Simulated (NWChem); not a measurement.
# A workflow on the pair AlH2O2F···BH2SCl

We compute the energy (singlet AlBH4SClO2F, BLYP-D3(BJ)/def2-SVP), then the energy (singlet AlH2O2F, BLYP-D3(BJ)/def2-SVP), then a single-point energy (singlet BH2SCl, BLYP-D3(BJ)/def2-SVP), then a single-point energy (singlet AlH2O2F, BLYP-D3(BJ)/def2-SVP), then a single-point energy (singlet BH2SCl, BLYP-D3(BJ)/def2-SVP) of AlBClFH4O2S and its partners. 

The results are computed with NWChem 7.3.0.

### Step 1. Starting point

The species is AlBH4SClO2F (11 atoms), meant as a singlet with charge 0. The two molecules were placed rigidly side by side, at 0.8 times their contact distance; the pair isn't optimised.

Bond lengths: O1–Al2 1.680 Å, Al2–O3 1.680 Å, Al2–F4 1.647 Å, S7–B8 1.779 Å, B8–Cl9 1.745 Å, O1–H5 0.955 Å, O3–H6 0.955 Å, S7–H10 1.343 Å, B8–H11 1.189 Å. Angles: O1–Al2–O3 118.5°, O1–Al2–F4 120.7°, O3–Al2–F4 120.7°, S7–B8–Cl9 118.6°, Al2–O1–H5 122.9°, Al2–O3–H6 122.9°, S7–B8–H11 122.1°, Cl9–B8–H11 119.3°, B8–S7–H10 96.0°.

### Step 2. The energy at BLYP-D3(BJ)/def2-SVP (run 1)

The input, albclfh4o2s.nw:

```
start albclfh4o2s
memory 2200 mb

geometry units angstroms noautosym nocenter noautoz
 O       -0.579630       1.338270      -0.671080
 Al      -0.052530      -0.134830      -0.059780
 O        1.050970      -0.128930       1.206720
 F       -0.605530      -1.553730      -0.688180
 H       -1.205330       1.408170      -1.389380
 H        1.392070      -0.928930       1.601720
 S       -3.681290       3.544000       1.844020
 B       -3.902190       2.382140       0.515680
 Cl      -3.162660       2.726200      -1.027160
 H       -4.398350       2.860090       2.751010
 H       -4.534900       1.384560       0.648190
end

basis spherical bse
 * library def2-SVP
end

dft
 xc becke88 lyp
 disp vdw 4
 grid fine
 convergence energy 1e-08
 iterations 100
 mulliken
 noprint "final vectors analysis"
end

task dft energy
```

The run is started by

```bash
$ nwchem albclfh4o2s.nw > albclfh4o2s.out
```

The log of the run (excerpt; [...] marks lines left out):

```text
[...]
          Wavefunction type:  closed shell.
          No. of atoms     :    11
          No. of electrons :    80
[...]
          Charge           :     0
          Spin multiplicity:     1
[...]
          AO basis - number of functions:   130
[...]
              XC Information
              --------------
                    Becke 1988 Exchange Functional  1.000
              Lee-Yang-Parr Correlation Functional  1.000
[...]
 d= 0,ls=0.0,diis     1  -1377.8071089078 -1.83D+03  1.74D-02  1.72D+00     2.8
[...]
 d= 0,ls=0.0,diis    11  -1378.0037586302 -4.53D-09  4.13D-07  2.85D-09    25.2
         Total DFT energy =    -1378.003758630233
      One electron energy =    -2811.504829487355
           Coulomb energy =     1085.012674118495
    Exchange-Corr. energy =     -105.918140179448
 Nuclear repulsion energy =      454.424783344989
    Dispersion correction =       -0.018246426913
[...]
      Total Density - Mulliken Population Analysis
     ---------------------------------------------
    Atom       Charge   Shell Charges
 -----------   ------   -------------------------------------------------------
    1 O    8     8.39   1.99  1.07  0.63  2.90  1.79  0.01
    2 Al  13    12.22   2.00  1.98  0.63 -0.04  5.92  0.84  0.45  0.46
    3 O    8     8.39   1.99  1.07  0.62  2.90  1.79  0.01
    4 F    9     9.36   1.99  1.12  0.80  3.36  2.09  0.00
    5 H    1     0.83   0.68  0.08  0.07
    6 H    1     0.83   0.69  0.07  0.07
    7 S   16    15.94   2.00  1.98  1.29  0.53  5.92  1.86  2.31  0.05
    8 B    5     5.09   1.99  0.85  0.13  1.58  0.46  0.09
    9 Cl  17    17.02   2.00  1.98  1.29  0.63  5.93  2.20  2.96  0.02
   10 H    1     0.94   0.73  0.18  0.03
[...]
```

Run time: 26 s. Hardware: 1 thread of Intel Xeon Platinum 8559C (Emerald Rapids), shared host; peak memory 0.13 GiB.

### Step 3. AlH2O2F: the energy at BLYP-D3(BJ)/def2-SVP (run 2)

The input, alfh2o2.nw:

```
start alfh2o2
title "AlFH2O2"
memory total 2200 mb
charge 0
geometry units angstrom noautosym nocenter noautoz
  O    -0.579630    1.338270   -0.671080
  Al   -0.052530   -0.134830   -0.059780
  O     1.050970   -0.128930    1.206720
  F    -0.605530   -1.553730   -0.688180
  H    -1.205330    1.408170   -1.389380
  H     1.392070   -0.928930    1.601720
end
basis spherical bse
  * library def2-SVP
end
dft
  xc becke88 lyp
  disp vdw 4
  grid fine
  convergence energy 1e-08
  maxiter 100
  mulliken
  noprint "final vectors analysis"
end
task dft energy
```

The run is started by

```bash
$ nwchem alfh2o2.nw > alfh2o2.out
```

The log of the run (excerpt; [...] marks lines left out):

```text
[...]
          Wavefunction type:  closed shell.
          No. of atoms     :     6
          No. of electrons :    40
[...]
          Charge           :     0
          Spin multiplicity:     1
[...]
          AO basis - number of functions:    70
[...]
              XC Information
              --------------
                    Becke 1988 Exchange Functional  1.000
              Lee-Yang-Parr Correlation Functional  1.000
[...]
 d= 0,ls=0.0,diis     1   -493.6640629096 -6.55D+02  2.60D-02  1.24D+00     0.8
[...]
 d= 0,ls=0.0,diis    10   -493.8024012952 -5.57D-09  2.06D-07  6.09D-10     5.7
         Total DFT energy =     -493.802401295239
      One electron energy =    -1007.300255447797
           Coulomb energy =      399.346302196356
    Exchange-Corr. energy =      -47.202867472887
 Nuclear repulsion energy =      161.360148911420
    Dispersion correction =       -0.005729482330
[...]
      Total Density - Mulliken Population Analysis
     ---------------------------------------------
    Atom       Charge   Shell Charges
 -----------   ------   -------------------------------------------------------
    1 O    8     8.39   1.99  1.07  0.62  2.90  1.79  0.01
    2 Al  13    12.22   2.00  1.98  0.62 -0.04  5.92  0.83  0.44  0.46
    3 O    8     8.39   1.99  1.07  0.62  2.90  1.79  0.01
    4 F    9     9.36   1.99  1.12  0.80  3.36  2.09  0.00
    5 H    1     0.83   0.69  0.07  0.07
    6 H    1     0.83   0.69  0.07  0.07
[...]
```

It took 6.3 s on 1 thread of Intel Xeon Platinum 8559C (Emerald Rapids), shared host; peak memory 0.12 GiB.

### Step 4. BH2SCl: the energy at BLYP-D3(BJ)/def2-SVP (run 3)

The input, bclh2s.nw:

```
start bclh2s
title "BClH2S BLYP"
memory 2200 mb
geometry noautosym nocenter noautoz
   S       -3.681290       3.544000       1.844020
   B       -3.902190       2.382140       0.515680
   Cl      -3.162660       2.726200      -1.027160
   H       -4.398350       2.860090       2.751010
   H       -4.534900       1.384560       0.648190
end
basis spherical bse
   S library def2-SVP
   B library def2-SVP
   Cl library def2-SVP
   H library def2-SVP
end
dft
   xc becke88 lyp
   disp vdw 4
   grid fine
   convergence energy 1e-08
   iterations 100
   mulliken
   print low
end
task dft energy
```

The run is started by

```bash
$ nwchem bclh2s.nw > bclh2s.out
```

The log of the run (excerpt; [...] marks lines left out):

```text
[...]
 d= 0,ls=0.0,diis     1   -884.1422907527 -1.00D+03  1.90D-02  4.63D-01     0.6
[...]
 d= 0,ls=0.0,diis    10   -884.1981819289 -8.46D-09  9.32D-07  3.26D-09     5.0
         Total DFT energy =     -884.198181928934
      One electron energy =    -1450.091830690917
           Coulomb energy =      508.635843281297
    Exchange-Corr. energy =      -58.712941219208
 Nuclear repulsion energy =      115.979353741786
    Dispersion correction =       -0.008607041892
[...]
      Total Density - Mulliken Population Analysis
     ---------------------------------------------
    Atom       Charge   Shell Charges
 -----------   ------   -------------------------------------------------------
    1 S   16    15.95   2.00  1.98  1.29  0.53  5.92  1.86  2.32  0.05
    2 B    5     5.10   1.99  0.85  0.13  1.58  0.47  0.09
    3 Cl  17    17.01   2.00  1.98  1.29  0.63  5.93  2.19  2.96  0.02
    4 H    1     0.94   0.73  0.18  0.03
    5 H    1     1.00   0.75  0.24  0.01
[...]
```

It took 5.7 s on 1 thread of Intel Xeon Platinum 8559C (Emerald Rapids), shared host; peak memory 0.12 GiB.

### Step 5. AlH2O2F among ghost functions: a single-point energy at BLYP-D3(BJ)/def2-SVP (with ghost functions) (run 4)

The input, calc.nw:

```
start calc
title "AlFH2O2"
memory stack 880 mb heap 220 mb global 1100 mb

geometry units atomic noautosym nocenter noautoz
   O     -1.09534195     2.52896378    -1.26815741
   Al    -0.09926731    -0.25479177    -0.11296783
   O      1.98604547    -0.24364239     2.28037031
   F     -1.14428586    -2.93612417    -1.30047172
   H     -2.27774359     2.66105564    -2.62554768
   H      2.63063105    -1.75542329     3.02681213
   bqS     -6.956630     6.697189     3.484693
   bqB     -7.374070     4.501592     0.974494
   bqCl    -5.976561     5.151771    -1.941051
   bqH     -8.311677     5.404787     5.198655
   bqH     -8.569719     2.616439     1.224902
end

basis spherical bse
   O library def2-SVP
   Al library def2-SVP
   F library def2-SVP
   H library def2-SVP
   bqS library S def2-SVP
   bqB library B def2-SVP
   bqCl library Cl def2-SVP
   bqH library H def2-SVP
end

dft
   xc becke88 lyp
   disp vdw 4
   grid fine
   convergence energy 1e-08
   iterations 100
   mulliken
   print low
end

task dft
```

The run is started by

```bash
$ nwchem calc.nw > calc.out
```

The log of the run (excerpt; [...] marks lines left out):

```text
[...]
 d= 0,ls=0.0,diis     1   -493.6667036117 -6.55D+02  1.44D-02  1.24D+00     2.4
[...]
 d= 0,ls=0.0,diis    10   -493.8053254090 -4.61D-09  1.25D-07  8.68D-10    21.6
         Total DFT energy =     -493.805325408990
      One electron energy =    -1007.227829269352
           Coulomb energy =      399.265286337978
    Exchange-Corr. energy =      -47.197190296002
 Nuclear repulsion energy =      161.360137300448
    Dispersion correction =       -0.005729482062
[...]
      Total Density - Mulliken Population Analysis
     ---------------------------------------------
    Atom       Charge   Shell Charges
 -----------   ------   -------------------------------------------------------
    1 O    8     8.39   1.99  1.07  0.63  2.90  1.79  0.01
    2 Al  13    12.21   2.00  1.98  0.63 -0.04  5.92  0.83  0.44  0.46
    3 O    8     8.39   1.99  1.07  0.62  2.90  1.79  0.01
    4 F    9     9.35   1.99  1.12  0.80  3.36  2.09  0.00
    5 H    1     0.81   0.69  0.06  0.07
    6 H    1     0.82   0.69  0.07  0.07
    7 X    0    -0.00  -0.00 -0.00  0.00 -0.00 -0.00  0.00 -0.00 -0.00
    8 X    0     0.02   0.00 -0.00  0.01 -0.00  0.01 -0.00
    9 X    0     0.00   0.00  0.00 -0.00 -0.00  0.00 -0.00  0.00  0.00
   10 X    0     0.00  -0.00  0.00 -0.00
[...]
```

Wall time 22 s (1 thread of Intel Xeon Platinum 8559C (Emerald Rapids), shared host); peak memory 0.13 GiB.

### Step 6. BH2SCl among ghost functions: a single-point energy at BLYP-D3(BJ)/def2-SVP (with ghost functions) (run 5)

The input, test.nw:

```
start test
memory stack 880 mb heap 220 mb global 1100 mb

geometry noautosym nocenter noautoz
  S       -3.681290       3.544000       1.844020
  B       -3.902190       2.382140       0.515680
  Cl      -3.162660       2.726200      -1.027160
  H       -4.398350       2.860090       2.751010
  H       -4.534900       1.384560       0.648190
  bqO     -0.579630     1.338270    -0.671080
  bqAl    -0.052530    -0.134830    -0.059780
  bqO      1.050970    -0.128930     1.206720
  bqF     -0.605530    -1.553730    -0.688180
  bqH     -1.205330     1.408170    -1.389380
  bqH      1.392070    -0.928930     1.601720
end

basis spherical bse
  S library def2-SVP
  B library def2-SVP
  Cl library def2-SVP
  H library def2-SVP
  bqO library O def2-SVP
  bqAl library Al def2-SVP
  bqF library F def2-SVP
  bqH library H def2-SVP
end

dft
  xc becke88 lyp
  disp vdw 4
  grid fine
  convergence energy 1e-08
  iterations 100
  mulliken
  print low
end

task dft
```

The run is started by

```bash
$ nwchem test.nw > test.out
```

The log of the run (excerpt; [...] marks lines left out):

```text
[...]
 d= 0,ls=0.0,diis     1   -884.1435982270 -1.00D+03  8.76D-03  4.67D-01     2.4
[...]
 d= 0,ls=0.0,diis    10   -884.1997929838 -8.43D-09  4.51D-07  3.68D-09    21.4
         Total DFT energy =     -884.199792983827
      One electron energy =    -1450.018148861046
           Coulomb energy =      508.555651953605
    Exchange-Corr. energy =      -58.708042776279
 Nuclear repulsion energy =      115.979353741786
    Dispersion correction =       -0.008607041892
[...]
      Total Density - Mulliken Population Analysis
     ---------------------------------------------
    Atom       Charge   Shell Charges
 -----------   ------   -------------------------------------------------------
    1 S   16    15.95   2.00  1.98  1.29  0.53  5.92  1.86  2.32  0.05
    2 B    5     5.08   1.99  0.85  0.12  1.58  0.46  0.09
    3 Cl  17    17.00   2.00  1.98  1.30  0.63  5.93  2.19  2.95  0.02
    4 H    1     0.94   0.73  0.18  0.03
    5 H    1     1.00   0.75  0.24  0.01
    6 X    0     0.00  -0.00  0.00 -0.00 -0.00  0.00  0.00
    7 X    0     0.01   0.00  0.00 -0.00  0.00  0.00 -0.00  0.00  0.00
    8 X    0    -0.00  -0.00  0.00 -0.00 -0.00 -0.00 -0.00
    9 X    0    -0.00  -0.00  0.00 -0.00  0.00 -0.00 -0.00
   10 X    0     0.02   0.00  0.02 -0.00
[...]
```

Run time: 22 s. Hardware: 1 thread of Intel Xeon Platinum 8559C (Emerald Rapids), shared host; peak memory 0.13 GiB.

### Step 7. Results

```
                                                                                                                     quantity           value
                                                                                    run 1, BLYP-D3(BJ)/def2-SVP: total energy  -1378.00376 Eh
                                                                                   run 1, BLYP-D3(BJ)/def2-SVP: dipole moment          1.69 D
                                                                               run 1, BLYP-D3(BJ)/def2-SVP: dispersion energy   -47.91 kJ/mol
                                                                                                        AlH2O2F: total energy   -493.80240 Eh
                                                                                                       AlH2O2F: dipole moment          0.79 D
                                                                                                   AlH2O2F: dispersion energy   -15.04 kJ/mol
                                                                                                         BH2SCl: total energy   -884.19818 Eh
                                                                                                    BH2SCl: dispersion energy   -22.60 kJ/mol
                                                                                  AlH2O2F among ghost functions: total energy   -493.80533 Eh
                                                                             AlH2O2F among ghost functions: dispersion energy   -15.04 kJ/mol
                                                                                   BH2SCl among ghost functions: total energy   -884.19979 Eh
                                                                              BH2SCl among ghost functions: dispersion energy   -22.60 kJ/mol
              interaction energy of the rigid parts AlH2O2F and BH2SCl (parts in their own basis; closest atoms 2.39 Å apart)       -0.086 eV
interaction energy of the rigid parts AlH2O2F and BH2SCl (parts in the whole basis, counterpoise; closest atoms 2.39 Å apart)        0.037 eV
```

What this shows: The interaction energy of the rigid parts AlH2O2F and BH2SCl (parts in their own basis; closest atoms 2.39 Å apart) is −0.09 eV (−8.3 kJ/mol). Without counterpoise this holds the superposition error of the basis. The interaction energy of the rigid parts AlH2O2F and BH2SCl (parts in the whole basis, counterpoise; closest atoms 2.39 Å apart) is 0.04 eV (3.6 kJ/mol): the parts repel at this shape. The basis-set superposition error is 11.9 kJ/mol. It is larger than the uncorrected attraction, which is thus an artefact of the basis. Mulliken charges (run 1, BLYP-D3(BJ)/def2-SVP) run from -0.39 on O1 to +0.78 on Al2. Mulliken charges (BH2SCl) run from -0.10 on B2 to +0.06 on H4; they depend strongly on the basis.
